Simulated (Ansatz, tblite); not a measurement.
# Ga7Sb7 zinc blende off sphere (Ga7Sb7H20): rung by rung

One table from this session's results is given with a row withheld; the runs are named, their logs left out.

Method: as each input shows; program: Ansatz 0.2.0, Gaussian basis.

Plan: GFN1-xTB, PBE-D4/def2-SVP, r2SCAN-D4/def2-SVP, PBE-QIDH/def2-SVP, B97M-V/def2-SVP, B3LYP-D4/def2-SVP, PBE+5HF/def2-SVP, PBE+10HF/def2-SVP, PBE+15HF/def2-SVP, PBE+35HF/def2-SVP, PBE+50HF/def2-SVP, PBE0-D4/def2-TZVP, PBE-D4/def2-TZVP, MP2/def2-SVP, RPA/def2-SVP.

2 further runs of the same task are left out: 1 that didn't finish, 1 set aside as unsound or not needed.

**The relaxed structure**

The singlet was relaxed beforehand with PBE-D4/def2-SVP.

34 atoms, charge 0, spin multiplicity 1.

Bond lengths: Ga1–Sb9 2.745 Å, Ga1–Sb10 2.690 Å, Ga1–H15 1.580 Å, Ga1–H16 1.580 Å, Ga2–Sb8 2.672 Å, Ga2–Sb11 2.671 Å, Ga2–Sb12 2.671 Å, Ga2–H17 1.575 Å, Ga3–Sb9 2.649 Å, Ga3–Sb11 2.721 Å, Ga3–Sb13 2.650 Å, Ga3–H18 1.578 Å, Ga4–Sb8 2.720 Å, Ga4–Sb9 2.649 Å, Ga4–Sb14 2.650 Å, Ga4–H19 1.578 Å, Ga5–Sb10 2.689 Å, Ga5–Sb14 2.745 Å and more. Angles: Sb9–Ga1–Sb10 96.3°, Sb9–Ga1–H15 104.2°, Sb9–Ga1–H16 104.2°, Sb10–Ga1–H15 111.1°, Sb10–Ga1–H16 110.9°, H15–Ga1–H16 125.4°, Sb8–Ga2–Sb11 100.8°, Sb8–Ga2–Sb12 100.7°, Sb8–Ga2–H17 117.1°, Sb11–Ga2–Sb12 100.6°, Sb11–Ga2–H17 117.3°, Sb12–Ga2–H17 117.3°, Sb9–Ga3–Sb11 106.3°, Sb9–Ga3–Sb13 105.6°, Sb9–Ga3–H18 116.0°, Sb11–Ga3–Sb13 106.1°, Sb11–Ga3–H18 106.1°, Sb13–Ga3–H18 115.9° and more.

As a file:

```xyz
34

Ga    0.8255   -4.0646    0.8205
Ga   -2.4335    2.4348   -2.4346
Ga    0.8871   -0.8952   -2.2697
Ga   -2.2744   -0.8937    0.8913
Ga    0.8286   -0.8305    4.0595
Ga    0.8931    2.2654    0.8926
Ga    4.0678   -0.8265    0.8211
Sb   -3.6678    0.7607   -0.7578
Sb   -0.6754   -2.3158   -0.6708
Sb    2.1922   -2.1910    2.1827
Sb   -0.7578    0.7604   -3.6679
Sb   -0.7545    3.6647   -0.7607
Sb    2.3126    0.6660   -0.6722
Sb   -0.6702    0.6647    2.3119
H     1.7498   -4.7827   -0.2409
H    -0.2283   -4.7842    1.7522
H    -3.3442    3.3448   -3.3414
H     1.7042   -1.7124   -3.3449
H    -3.3496   -1.7098    1.7094
H    -0.2261   -1.7613    4.7786
H     1.7533    0.2301    4.7779
H     1.7096    3.3399    1.7108
H     4.7880   -1.7524   -0.2371
H     4.7839    0.2338    1.7480
H    -4.8189   -0.0685   -1.7301
H    -4.8038    1.7426    0.0816
H    -1.7537   -3.1154   -1.7501
H     3.1823   -3.1903    3.1742
H    -1.7290   -0.0697   -4.8194
H     0.0848    1.7396   -4.8034
H     0.0874    4.7990   -1.7421
H    -1.7250    4.8180    0.0679
H     3.1090    1.7449   -1.7531
H    -1.7442    1.7433    3.1176
```

Sb takes a core potential in the def2 sets. No spin-orbit coupling is included.

PBE0-D4/def2-SVP was run before; its log isn't repeated, and its numbers join the tables.

Set-up of the first run:

Tight binding, by tblite at 300 K electronic temperature and without a spin-polarisation term:

```python
tblite.interface.Calculator('GFN1-xTB', numbers, positions, charge=0, uhf=0).singlepoint()
```

start.molden holds the orbitals of an earlier run on this state, given as this run's starting guess.

in.yaml reads:

```yaml
crystal:
  periodic: [false, false, false]
  atoms:
    - {symbol: Ga, position_ang: [0.825529, -4.064594, 0.820471]}
    - {symbol: Ga, position_ang: [-2.433485, 2.434844, -2.434584]}
    - {symbol: Ga, position_ang: [0.887051, -0.895233, -2.269714]}
    - {symbol: Ga, position_ang: [-2.274398, -0.893698, 0.891340]}
    - {symbol: Ga, position_ang: [0.828616, -0.830474, 4.059475]}
    - {symbol: Ga, position_ang: [0.893139, 2.265359, 0.892555]}
    - {symbol: Ga, position_ang: [4.067764, -0.826509, 0.821148]}
    - {symbol: Sb, position_ang: [-3.667821, 0.760744, -0.757754]}
    - {symbol: Sb, position_ang: [-0.675372, -2.315826, -0.670848]}
    - {symbol: Sb, position_ang: [2.192244, -2.190985, 2.182663]}
    - {symbol: Sb, position_ang: [-0.757830, 0.760434, -3.667940]}
    - {symbol: Sb, position_ang: [-0.754486, 3.664715, -0.760679]}
    - {symbol: Sb, position_ang: [2.312585, 0.666012, -0.672150]}
    - {symbol: Sb, position_ang: [-0.670186, 0.664691, 2.311857]}
    - {symbol: H, position_ang: [1.749824, -4.782747, -0.240901]}
    - {symbol: H, position_ang: [-0.228251, -4.784234, 1.752206]}
    - {symbol: H, position_ang: [-3.344197, 3.344767, -3.341432]}
    - {symbol: H, position_ang: [1.704164, -1.712394, -3.344878]}
    - {symbol: H, position_ang: [-3.349584, -1.709830, 1.709399]}
    - {symbol: H, position_ang: [-0.226089, -1.761311, 4.778567]}
    - {symbol: H, position_ang: [1.753255, 0.230124, 4.777906]}
    - {symbol: H, position_ang: [1.709554, 3.339929, 1.710778]}
    - {symbol: H, position_ang: [4.788046, -1.752390, -0.237082]}
    - {symbol: H, position_ang: [4.783926, 0.233763, 1.748022]}
    - {symbol: H, position_ang: [-4.818874, -0.068468, -1.730135]}
    - {symbol: H, position_ang: [-4.803788, 1.742591, 0.081578]}
    - {symbol: H, position_ang: [-1.753737, -3.115408, -1.750129]}
    - {symbol: H, position_ang: [3.182275, -3.190270, 3.174188]}
    - {symbol: H, position_ang: [-1.728983, -0.069684, -4.819415]}
    - {symbol: H, position_ang: [0.084796, 1.739631, -4.803433]}
    - {symbol: H, position_ang: [0.087375, 4.798967, -1.742093]}
    - {symbol: H, position_ang: [-1.724976, 4.817964, 0.067897]}
    - {symbol: H, position_ang: [3.109013, 1.744878, -1.753118]}
    - {symbol: H, position_ang: [-1.744199, 1.743344, 3.117636]}
basis:
  gaussian: {orbitals: def2-SVP, fitting: {mean_field: def2-universal-jkfit}, initial_orbitals: start.molden}
hamiltonian: {xc: pbe, dispersion: d4}
scf: {omitted_lower_state_checks: [starts]}
output: {orbitals: {seedname: orbitals}}
```

Started as:

```sh
$ ansatz run in.yaml --threads 2 --pin off --events-out ev --progress --plain --max-ram 32768MiB --backend cuda --devices 0, --max-vram 18GiB
```

Steps of the session up to this table: PBE-D4/def2-SVP; r2SCAN-D4/def2-SVP; PBE-QIDH/def2-SVP; B97M-V/def2-SVP; B3LYP-D4/def2-SVP; PBE+5HF/def2-SVP; PBE+10HF/def2-SVP; PBE+15HF/def2-SVP; PBE+35HF/def2-SVP; PBE+50HF/def2-SVP; PBE0-D4/def2-TZVP; PBE-D4/def2-TZVP; MP2/def2-SVP; RPA/def2-SVP.

One table of the session follows, with a row left open; its other results are not shown here.

It belongs to the step «Binding energy». 

```
             level  binding an atom (eV)
       HF/def2-SVP                     ?
   PBE-D4/def2-SVP                 2.359
  PBE-D4/def2-TZVP                 2.366
r2SCAN-D4/def2-SVP                 2.349
   B97M-V/def2-SVP                 2.392
 B3LYP-D4/def2-SVP                 2.355
  PBE0-D4/def2-SVP                 2.346
 PBE0-D4/def2-TZVP                 2.355
      MP2/def2-SVP                 2.123
```

Estimate the missing values for HF/def2-SVP.

**Answer.** binding an atom (eV): 1.506. In the column «binding an atom (eV)» it is the lowest.

To keep in mind: Free atoms were run apart at each level; binding is atoms less cluster, divided by the number of atoms, without zero-point or spin-orbit terms.
